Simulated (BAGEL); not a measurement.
**B3LYP/cc-pVDZ (density fitting with qzvpp-jkfit) run of AlSiH3OF2 (SMILES [F][Al]([F])[O][SiH3])**

What is the energy change on altering one bond length of AlSiH3OF2 at B3LYP/cc-pVDZ (density fitting with qzvpp-jkfit)? 

Program for the calculation: BAGEL 1.2.2.

2 further runs of the same task are left out: 2 that didn't finish. Runs told in other sessions of the task aren't counted.

### 1 Starting point

The species is AlSiH3OF2 (8 atoms), meant as a singlet with charge 0. SMILES: `[F][Al]([F])[O][SiH3]`. The coordinates come from a PBE0-D4/def2-TZVP relaxation.

Bond lengths: F1–Al2 1.634 Å, Al2–F3 1.634 Å, Al2–O4 1.656 Å, O4–Si5 1.630 Å, Si5–H6 1.485 Å, Si5–H7 1.485 Å, Si5–H8 1.485 Å. Angles: F1–Al2–F3 117.9°, F1–Al2–O4 121.1°, F3–Al2–O4 121.1°, Al2–O4–Si5 178.6°, O4–Si5–H6 109.7°, O4–Si5–H7 109.8°, O4–Si5–H8 109.4°, H6–Si5–H7 109.2°, H6–Si5–H8 109.4°, H7–Si5–H8 109.3°.

### 2 The energy at B3LYP/cc-pVDZ (density fitting with qzvpp-jkfit)

Input file calc.json:

```json
{ "bagel": [

{
  "title": "molecule",
  "basis": "cc-pvdz.json",
  "df_basis": "qzvpp-jkfit",
  "angstrom": true,
  "geometry": [
    { "atom": "F", "xyz": [       1.804800,      -1.724100,       1.720400 ] },
    { "atom": "Al", "xyz": [       0.792000,      -1.595300,       0.444600 ] },
    { "atom": "F", "xyz": [       0.487500,      -2.943200,      -0.427700 ] },
    { "atom": "O", "xyz": [       0.097200,      -0.144800,       0.048300 ] },
    { "atom": "Si", "xyz": [      -0.610500,       1.263800,      -0.365200 ] },
    { "atom": "H", "xyz": [      -0.891200,       2.060200,       0.856600 ] },
    { "atom": "H", "xyz": [      -1.885900,       0.995600,      -1.077700 ] },
    { "atom": "H", "xyz": [       0.298200,       2.030600,      -1.255200 ] }
  ]
},

{ "title": "ks", "xc_func": "b3lyp" },

{ "title": "print", "file": "orbitals.molden", "orbitals": true }

]}
```

The basis set cc-pVDZ is read from a file made from the Basis Set Exchange's data (not shown).

Run with:

```bash
BAGEL_NUM_THREADS=1 BAGEL calc.json > calc.out
```

The program printed:

```text
* using 1 threads per process

  ===============================================================
  ===============================================================

  *** Geometry ***

  { "atom" : "F", "xyz" : [      3.410578,     -3.258077,      3.251085 ] },
  { "atom" : "Al", "xyz" : [      1.496663,     -3.014680,      0.840172 ] },
  { "atom" : "F", "xyz" : [      0.921241,     -5.561842,     -0.808236 ] },
  { "atom" : "O", "xyz" : [      0.183681,     -0.273632,      0.091274 ] },
  { "atom" : "Si", "xyz" : [     -1.153678,      2.388236,     -0.690128 ] },
  { "atom" : "H", "xyz" : [     -1.684124,      3.893214,      1.618739 ] },
  { "atom" : "H", "xyz" : [     -3.563835,      1.881411,     -2.036558 ] },
  { "atom" : "H", "xyz" : [      0.563516,      3.837278,     -2.371984 ] },

  Number of auxiliary basis functions:      541

  Since a DF basis is specified, we compute 2- and 3-index integrals:
    o Being stored without compression. Storage requirement is 0.037 GB

  Number of basis functions:       93
  Number of electrons      :       56

    * METHOD: MOLECULE                             0.22

  *** Kohn-Sham DFT ***

    * Removing 13175 points whose weight is below 1.00e-10
    * Grid points: 106073

  === Nuclear Repulsion ===
   278.5982435354

       - DIIS with orbital gradients will be used.

  === KS iteration (b3lyp / cc-pvdz.json) ===
      0       -777.59046133          0.10719503           0.38
      1       -687.72238233          0.12486724           0.36
      2       -651.90659253          0.19541318           0.36
      3       -786.50960805          0.07806111           0.36
      4       -800.27037443          0.06165127           0.35
      5       -808.31458964          0.02499215           0.34
      6       -808.84682995          0.00802261           0.33
      7       -808.88442194          0.00371840           0.32
      8       -808.89465582          0.00161073           0.33
      9       -808.89603146          0.00115507           0.35
     10       -808.89732547          0.00011307           0.34
     11       -808.89733676          0.00001829           0.34
     12       -808.89733696          0.00000478           0.35
     13       -808.89733698          0.00000114           0.35
     14       -808.89733698          0.00000040           0.35
     15       -808.89733698          0.00000016           0.36
     16       -808.89733698          0.00000005           0.35
     17       -808.89733698          0.00000001           0.37
     18       -808.89733698          0.00000000           0.36
    * SCF iteration converged.

    * Permanent dipole moment:
           (    0.239160,    -0.485607,     0.137690) a.u.

    * METHOD: KS                                   7.28

    * METHOD: PRINT                                0.01

  ===============================================================
```

It took 7.8 s on 1 thread of AMD EPYC 9R45 (Zen 5), shared host; peak memory 0.49 GiB.

### 3 The distorted shape

Input file dft.json:

```json
{ "bagel" : [

{
  "title" : "molecule",
  "basis" : "cc-pvdz.json",
  "df_basis" : "qzvpp-jkfit",
  "angstrom" : "true",
  "geometry" : [
    { "atom" : "F", "xyz" : [    1.350450,   -2.107500,    2.165400 ] },
    { "atom" : "Al", "xyz" : [    0.337650,   -1.978700,    0.889600 ] },
    { "atom" : "F", "xyz" : [    0.033150,   -3.326600,    0.017300 ] },
    { "atom" : "O", "xyz" : [   -0.357150,   -0.528200,    0.493300 ] },
    { "atom" : "Si", "xyz" : [   -1.064850,    0.880400,    0.079800 ] },
    { "atom" : "H", "xyz" : [   -1.345550,    1.676800,    1.301600 ] },
    { "atom" : "H", "xyz" : [   -2.340250,    0.612200,   -0.632700 ] },
    { "atom" : "H", "xyz" : [    0.298200,    2.030600,   -1.255200 ] }
  ]
},
{
  "title" : "ks",
  "xc_func" : "b3lyp"
},
{
  "title" : "print",
  "file" : "orbitals.molden",
  "orbitals" : "true"
}

]}
```

The basis set cc-pVDZ is read from a file made from the Basis Set Exchange's data (not shown).

Run with:

```bash
BAGEL_NUM_THREADS=1 BAGEL dft.json > dft.out
```

The program printed:

```text
* using 1 threads per process

  ===============================================================
  ===============================================================

  *** Geometry ***

  { "atom" : "F", "xyz" : [      2.551981,     -3.982598,      4.092013 ] },
  { "atom" : "Al", "xyz" : [      0.638066,     -3.739201,      1.681100 ] },
  { "atom" : "F", "xyz" : [      0.062644,     -6.286363,      0.032692 ] },
  { "atom" : "O", "xyz" : [     -0.674916,     -0.998153,      0.932202 ] },
  { "atom" : "Si", "xyz" : [     -2.012275,      1.663715,      0.150800 ] },
  { "atom" : "H", "xyz" : [     -2.542721,      3.168693,      2.459668 ] },
  { "atom" : "H", "xyz" : [     -4.422432,      1.156890,     -1.195630 ] },
  { "atom" : "H", "xyz" : [      0.563516,      3.837278,     -2.371984 ] },

  Number of auxiliary basis functions:      541

  Since a DF basis is specified, we compute 2- and 3-index integrals:
    o Being stored without compression. Storage requirement is 0.037 GB

  Number of basis functions:       93
  Number of electrons      :       56

    * METHOD: MOLECULE                             0.22

  *** Kohn-Sham DFT ***

    * Removing 12677 points whose weight is below 1.00e-10
    * Grid points: 106571

  === Nuclear Repulsion ===
   276.1672663314

       - DIIS with orbital gradients will be used.

  === KS iteration (b3lyp / cc-pvdz.json) ===
      0       -777.92023442          0.10668026           0.38
      1       -689.26879855          0.11671967           0.37
      2       -655.45372925          0.18037343           0.36
      3       -787.30076219          0.07733577           0.36
      4       -798.93509239          0.05248439           0.36
      5       -807.84066349          0.03094716           0.36
      6       -808.78490758          0.00678828           0.35
      7       -808.80148723          0.00526778           0.34
      8       -808.81862246          0.00294466           0.34
      9       -808.82639814          0.00130759           0.34
     10       -808.82819219          0.00024029           0.35
     11       -808.82825192          0.00005805           0.35
     12       -808.82825573          0.00003585           0.35
     13       -808.82825734          0.00000968           0.36
     14       -808.82825743          0.00000147           0.35
     15       -808.82825743          0.00000030           0.35
     16       -808.82825743          0.00000027           0.36
     17       -808.82825743          0.00000004           0.36
     18       -808.82825743          0.00000003           0.36
     19       -808.82825743          0.00000001           0.35
    * SCF iteration converged.

    * Permanent dipole moment:
           (    0.534248,    -0.155034,    -0.194987) a.u.

    * METHOD: KS                                   7.73

    * METHOD: PRINT                                0.01

  ===============================================================
```

It took 8.4 s on 1 thread of AMD EPYC 9R45 (Zen 5), shared host; peak memory 0.5 GiB.

### 4 Summary of results

At B3LYP/cc-pVDZ (density fitting with qzvpp-jkfit):

```
                                                          quantity          value
                                         first shape: total energy  -808.89734 Eh
                                        first shape: dipole moment         1.42 D
                                          first shape: HOMO energy       -8.81 eV
                                          first shape: LUMO energy       -1.43 eV
                                        first shape: HOMO–LUMO gap        7.38 eV
                                     distorted shape: total energy  -808.82826 Eh
                                    distorted shape: dipole moment         1.50 D
                                      distorted shape: HOMO energy       -7.56 eV
                                      distorted shape: LUMO energy       -1.65 eV
                                    distorted shape: HOMO–LUMO gap        5.91 eV
energy change with the Si5–H8 bond stretched from 1.485 to 2.228 Å       1.880 eV
```

**Reading.** With the Si5–H8 bond stretched from 1.485 to 2.228 Å the energy rises by 1.88 eV (43 kcal/mol). The first shape isn't relaxed at this level, so the change isn't measured from a minimum.
